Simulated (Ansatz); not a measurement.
# CH₃FMgS (SMILES C[S][Mg][F]): a rigid scan of the angle H6–C1–H7

An exercise on one series of results from a longer session: the logs are not shown, and one member is left open.

The runs use Ansatz 0.2.0, Gaussian basis; single points in def2-TZVPP.

Levels: PBE-D4, r2SCAN-D4, PBE0-D4, B3LYP-D4, wB97M-V, Hartree-Fock, MP2, CCSD, CCSD(T). The scan takes 90.1, 94.6, 99.1, 103.6, 108.1, 112.6, 117.1, 121.6, 126.1°.

Cores are frozen in the correlated methods. The outer core shell of Li, Na, Mg and K is correlated. B3LYP uses VWN-RPA correlation.

18 further runs of the same task are left out: 18 set aside as unsound or not needed.

## The starting structure

SMILES `C[S][Mg][F]`, 7 atoms, charge 0, spin multiplicity 1.

Atoms are counted from 1 here; the program's logs count them from 0.

Bond lengths: C1–S2 1.816 Å, C1–H5 1.089 Å, C1–H6 1.087 Å, C1–H7 1.090 Å, S2–Mg3 2.305 Å, Mg3–F4 1.725 Å. Angles: S2–C1–H5 109.9°, S2–C1–H6 106.1°, S2–C1–H7 110.1°, H5–C1–H6 110.0°, H5–C1–H7 110.6°, H6–C1–H7 110.1°, C1–S2–Mg3 96.0°, S2–Mg3–F4 115.2°.

Geometry (Å):

```
atom    x (Å)    y (Å)    z (Å)
  C1  -0.4189   0.7895  -0.2079
  S2   0.3258   0.4861   1.4208
 Mg3   0.9731  -1.6834   0.9898
  F4   0.8101  -2.1873  -0.6520
  H5  -1.3708   0.2661  -0.2830
  H6  -0.5797   1.8626  -0.2707
  H7   0.2604   0.4663  -0.9968
```

The first run:

Contents of relax/in.yaml:

```yaml
crystal:
  periodic: [false, false, false]
  atoms:
    - {symbol: C, position_ang: [-0.418930, 0.789460, -0.207940]}
    - {symbol: S, position_ang: [0.325790, 0.486100, 1.420780]}
    - {symbol: Mg, position_ang: [0.973130, -1.683360, 0.989770]}
    - {symbol: F, position_ang: [0.810100, -2.187270, -0.652020]}
    - {symbol: H, position_ang: [-1.370840, 0.266110, -0.283030]}
    - {symbol: H, position_ang: [-0.579670, 1.862620, -0.270750]}
    - {symbol: H, position_ang: [0.260430, 0.466330, -0.996810]}
basis:
  gaussian: {orbitals: def2-TZVP}
hamiltonian: {xc: pbe0, dispersion: d4}
relax: {f_tol: 0.005, max_steps: 200}
```

The command line of these runs was not kept.

Among the steps run: Finding the minimum; The minimum at every level; H6–C1–H7 = 90.1°; H6–C1–H7 = 94.6°; H6–C1–H7 = 99.1°; H6–C1–H7 = 103.6°; H6–C1–H7 = 108.1°; H6–C1–H7 = 112.6°; H6–C1–H7 = 117.1°; H6–C1–H7 = 121.6°; H6–C1–H7 = 126.1°.

One of the session's tables, all rows but one given; the rest of the session is left out.

Energies less that of the minimum at the same level (meV):

| angle (°) | PBE-D4 | PBE0-D4 | B3LYP-D4 | wB97M-V | Hartree-Fock |
| --- | --- | --- | --- | --- | --- |
| 90.1 | 252 | 262 | 263 | 259 | 296 |
| 94.6 | 142 | 148 | 148 | 145 | 165 |
| 99.1 | 63 | 66 | 65 | 64 | 72 |
| 103.6 | 16 | 17 | 16 | 16 | 17 |
| 108.1 | 0 | 0 | 0 | 0 | 0 |
| 108.1 (minimum) | 0 | 0 | 0 | 0 | 0 |
| 112.6 | ? | ? | ? | ? | ? |
| 117.1 | 61 | 64 | 67 | 66 | 79 |
| 121.6 | 138 | 145 | 149 | 148 | 175 |
| 126.1 | 246 | 257 | 264 | 261 | 308 |

Q: Estimate the row for angle (°) = 112.6 from the others.

As computed: PBE-D4: 15; PBE0-D4: 16; B3LYP-D4: 17; wB97M-V: 17; Hartree-Fock: 21.

Caveats from the session: A polynomial through the near points puts the CCSD(T) minimum 0.1° below the PBE0-D4 value.
